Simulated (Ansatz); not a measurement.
**CH₃F₃NV: how energies converge with the basis set**

An exercise on one series of results from a longer session: the logs are not shown, and one member is left open.

The runs use Ansatz 0.2.0, Gaussian basis; one geometry, several basis sets.

Levels to be run: PBE0-D4/def2-SVP; ωB97M-V/def2-SVP; PBE0-D4/def2-QZVPP; ωB97M-V/def2-QZVPP; the functionals' def2-TZVPP values are taken from earlier runs.

### The relaxed structure

The geometry comes from an earlier relaxation with PBE0-D4 in a triple-zeta def2 set; it is a stationary point, not always the lowest conformer.

SMILES `C[N]=[V]([F])([F])[F]`, 9 atoms, charge 0, spin multiplicity 1.

Atoms are counted from 1 here; the program's logs count them from 0.

Bond lengths: C1–N2 1.412 Å, C1–H7 1.095 Å, C1–H8 1.095 Å, C1–H9 1.095 Å, N2–V3 1.593 Å, V3–F4 1.733 Å, V3–F5 1.733 Å, V3–F6 1.733 Å. Angles: N2–C1–H7 110.1°, N2–C1–H8 110.1°, N2–C1–H9 110.1°, H7–C1–H8 108.9°, H7–C1–H9 108.9°, H8–C1–H9 108.9°, C1–N2–V3 180.0°, N2–V3–F4 107.4°, N2–V3–F5 107.4°, N2–V3–F6 107.4°, F4–V3–F5 111.5°, F4–V3–F6 111.5°, F5–V3–F6 111.5°.

Geometry (Å):

```
C     0.24008   -1.22070    0.91471
N     0.02951   -0.10633    0.07434
V    -0.20906    1.15138   -0.87404
F    -1.35619    0.67805   -2.08337
F     1.31886    1.56713   -1.57765
F    -0.82281    2.43596    0.11366
H    -0.04913   -0.97651    1.94196
H    -0.35954   -2.06947    0.57040
H     1.29697   -1.50591    0.90279
```

Set-up of the first run:

Input file in.yaml:

```yaml
crystal:
  periodic: [false, false, false]
  atoms:
    - {symbol: C, position_ang: [0.240082, -1.220705, 0.914713]}
    - {symbol: N, position_ang: [0.029515, -0.106326, 0.074338]}
    - {symbol: V, position_ang: [-0.209058, 1.151375, -0.874042]}
    - {symbol: F, position_ang: [-1.356192, 0.678055, -2.083366]}
    - {symbol: F, position_ang: [1.318857, 1.567131, -1.577646]}
    - {symbol: F, position_ang: [-0.822808, 2.435960, 0.113663]}
    - {symbol: H, position_ang: [-0.049128, -0.976511, 1.941955]}
    - {symbol: H, position_ang: [-0.359540, -2.069469, 0.570396]}
    - {symbol: H, position_ang: [1.296970, -1.505908, 0.902789]}
basis:
  gaussian: {orbitals: def2-SVP}
hamiltonian: {xc: pbe0, dispersion: d4}
output: {orbitals: {seedname: orbitals}}
```

The run is started by

```sh
> ansatz run in.yaml --threads 4 --pin off --events-out ev --progress --plain --max-ram 11315MiB
```

Among the steps run: PBE0-D4 in def2-SVP; ωB97M-V in def2-SVP; PBE0-D4 in def2-QZVPP; ωB97M-V in def2-QZVPP.

One of the session's tables, all rows but one given; the rest of the session is left out.

It belongs to the step «Functionals by basis». 

| functional | basis | HOMO (eV) | LUMO (eV) |
| --- | --- | --- | --- |
| PBE0-D4 | def2-SVP | -8.71 | -2.79 |
| PBE0-D4 | def2-TZVPP | -8.78 | -2.81 |
| PBE0-D4 | def2-QZVPP | -8.78 | -2.81 |
| ωB97M-V | def2-SVP | ? | ? |
| ωB97M-V | def2-TZVPP | -11.12 | -0.52 |
| ωB97M-V | def2-QZVPP | -11.12 | -0.52 |

Estimate the missing values for ωB97M-V, def2-SVP.

**Answer.** HOMO (eV): -11.01; LUMO (eV): -0.46. In the column «HOMO (eV)» it lies between ωB97M-V, def2-QZVPP (-11.12) and PBE0-D4, def2-TZVPP (-8.78).
